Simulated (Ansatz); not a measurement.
# HPbNO4 under changes of volume

One of the cells (17.650 Å³/atom); the others are scaled copies at fixed shape and fractional positions:

```
H Pb N O
1.0
     3.85404    0.14384    0.09012
    -0.25320    5.52698    0.16471
    -0.48197   -1.92720    5.72025
H Pb N O
1 1 1 4
Direct
  0.10913 0.65718 0.54463
  0.61029 0.52127 0.15100
  0.91580 0.96263 0.95867
  0.01384 0.13639 0.88084
  0.72398 0.01057 0.12858
  0.00389 0.73732 0.87043
  0.11927 0.59324 0.37651
```

The cell was built by a generator and needn't be a form met in nature.

* Program: Ansatz 0.2.0
* Functional: PBE
* Potentials or basis: Ansatz PAW
* Cutoff: 420 eV (not typed: the program's choice for these potentials)
* k mesh: 7 × 5 × 5
* Occupations: fermi-dirac, width 0.05 eV
* Spin: no spin polarisation

| volume (Å³/atom) | energy over the lowest point (meV/atom) | pressure (GPa) | gap on the mesh (eV) | largest force (eV/Å) |
| --- | --- | --- | --- | --- |
| 16.591 | ? | ? | ? | ? |
| 16.944 | 7.17 | 3.4 | 3.20 | 1.147 |
| 17.297 | 1.74 | 1.6 | 3.18 | 0.553 |
| 17.650 | 0.00 | 0.0 | 3.16 | 0.006 |
| 18.003 | 1.59 | -1.4 | 3.14 | 0.513 |
| 18.356 | 6.21 | -2.7 | 3.11 | 0.990 |
| 18.709 | 13.53 | -3.9 | 3.09 | 1.435 |

**Question.** What does the run at 16.591 Å³/atom give?

**Answer.** Energy over the lowest point 16.70 meV/atom; pressure 5.3 GPa; gap on the mesh 3.22 eV; largest force 1.788 eV/Å.

Worked out: A Birch-Murnaghan fit of order 3 (a polynomial in V^(-2/3)) to the other rows has its minimum at 17.65 Å³/atom with B0 = V·E''(V) = 76 GPa and B' = 4.1 at fixed shape and positions, which overstates the stiffness. It gives 16.70 meV/atom at 16.591 Å³/atom, against the run's 16.70, and -dE/dV = 5.3 GPa, against 5.3. A straight line through the other rows of the gap, of slope -1.12 eV per unit of ln V, extrapolates to 3.23 eV, against the run's 3.22.

Energies are extrapolated to zero smearing.

Caveats: odd divisions of the mesh miss points on the zone boundary, where band edges often lie, so the gap on the mesh can be too wide; spin-orbit coupling is left out, which as a rule narrows the gap of such compounds by several tenths of an eV; forces of over 1 eV/Å show positions far from the minimum, so gaps and moduli don't describe the material at rest (some runs).

A mesh can miss the band edges.
